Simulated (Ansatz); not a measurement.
A nudged elastic band was laid between two geometries of a periodic cell of 17 atoms, CuSi$_{16}$ (host Si, host structure diamond, interstitial Cu), cell charge +1.

All numbers below come from DFT PBE, scalar-relativistic, plane waves, PAW in Ansatz 0.2.0. Settings: PAW set soft_1, cutoff 420 eV, k mesh 2x2x2, gaussian smearing 0.05 eV, no spin polarisation.

* movable images: 2
* climbing image: yes
* spring: 5.0 eV/Å²
* optimiser: quadratic models (default)
* start path: default
* force threshold: 0.05 eV/Å
* iteration limit: 50
* end points: relaxed

Initial state:

```xyz
17
Lattice="0.0000 5.4300 5.4300 5.4300 0.0000 5.4300 5.4300 5.4300 0.0000" Properties=species:S:1:pos:R:3
Si -0.039 0.043 -0.005
Si 1.416 1.328 1.299
Si 2.769 2.666 -0.048
Si 4.110 4.015 1.300
Si 2.715 0.038 2.753
Si 3.935 1.492 4.207
Si 5.391 2.710 2.758
Si 6.846 4.014 4.044
Si 0.043 2.651 2.670
Si 1.361 4.073 4.011
Si 2.786 5.386 2.671
Si 4.119 6.744 4.030
Si 2.586 2.836 5.550
Si 4.127 4.065 6.780
Si 5.473 5.385 5.366
Si 6.791 6.727 6.788
Cu 5.273 5.578 8.291
```

Final state:

```xyz
17
Lattice="0.0000 5.4300 5.4300 5.4300 0.0000 5.4300 5.4300 5.4300 0.0000" Properties=species:S:1:pos:R:3
Si 0.062 0.038 0.032
Si 1.397 1.346 1.429
Si 2.807 2.700 -0.041
Si 4.138 4.058 1.331
Si 2.831 0.116 2.797
Si 4.167 1.452 4.155
Si 5.492 2.777 2.742
Si 6.859 4.143 4.054
Si -0.070 2.645 2.832
Si 1.325 4.040 4.109
Si 2.616 5.331 2.596
Si 3.931 6.645 4.004
Si 2.753 2.777 5.462
Si 4.062 4.111 6.860
Si 5.415 5.520 5.390
Si 6.773 6.852 6.761
Cu 6.488 3.771 6.535
```

Task: Which bonds break or form, and what moves?

Result: Contacts lost: Si1–Cu17, Si5–Cu17, Si6–Cu17, Si7–Cu17, Si10–Cu17, Si16–Cu17. Contacts made: Si2–Cu17, Si3–Cu17, Si8–Cu17, Si9–Cu17, Si15–Cu17. The atom that moves furthest is Cu17, by 2.80 Å; four of its nearest neighbours are Si6 2.33, Si14 2.43, Si16 2.43, Si10 2.43 Å at the first end and Si3 2.35, Si15 2.35, Si9 2.35, Si2 2.47 Å at the last.

Task: What energy profile does the band end with?

Result: The run converged. The highest image is number 2 of 0 to 3, 0.043 eV above the first end and 0.047 eV above the last; the last end lies 0.005 eV below the first. The order of the stationary point at the top wasn't checked. So few images can step over the top or miss a turn of the path. Limits of this set-up: coarse k mesh, a small cell, in which the defect meets its images, charged cell in a uniform background, uncorrected.

```tsv
image	path coordinate (Å)	energy (eV)	Si1–Cu17 (Å)	Si5–Cu17 (Å)	Si6–Cu17 (Å)
0	0.00	0.000	2.57	2.56	2.33
1	0.93	0.004	2.99	2.85	2.53
2	1.85	0.043	3.51	3.53	3.30
3	3.43	-0.005	4.01	4.40	4.05
```

Task: What is the geometry of the highest image?

Result: 
```xyz
17
Lattice="0.0000 5.4300 5.4300 5.4300 0.0000 5.4300 5.4300 5.4300 0.0000" Properties=species:S:1:pos:R:3
Si 0.067 -0.051 -0.013
Si 1.313 1.339 1.384
Si 2.612 2.837 0.125
Si 4.119 4.108 1.391
Si 2.697 -0.063 2.653
Si 4.200 1.209 3.920
Si 5.499 2.703 2.662
Si 6.746 4.098 4.055
Si -0.039 2.612 2.787
Si 1.415 3.975 4.142
Si 2.787 5.459 2.741
Si 3.910 6.896 4.185
Si 2.895 2.575 5.289
Si 4.020 4.011 6.730
Si 5.396 5.501 5.328
Si 6.849 6.857 6.690
Cu 6.112 4.734 7.450
```

Run time: 3.2 min on 1 thread of Arm Neoverse V1, on a shared host, peak memory 0.72 GiB.
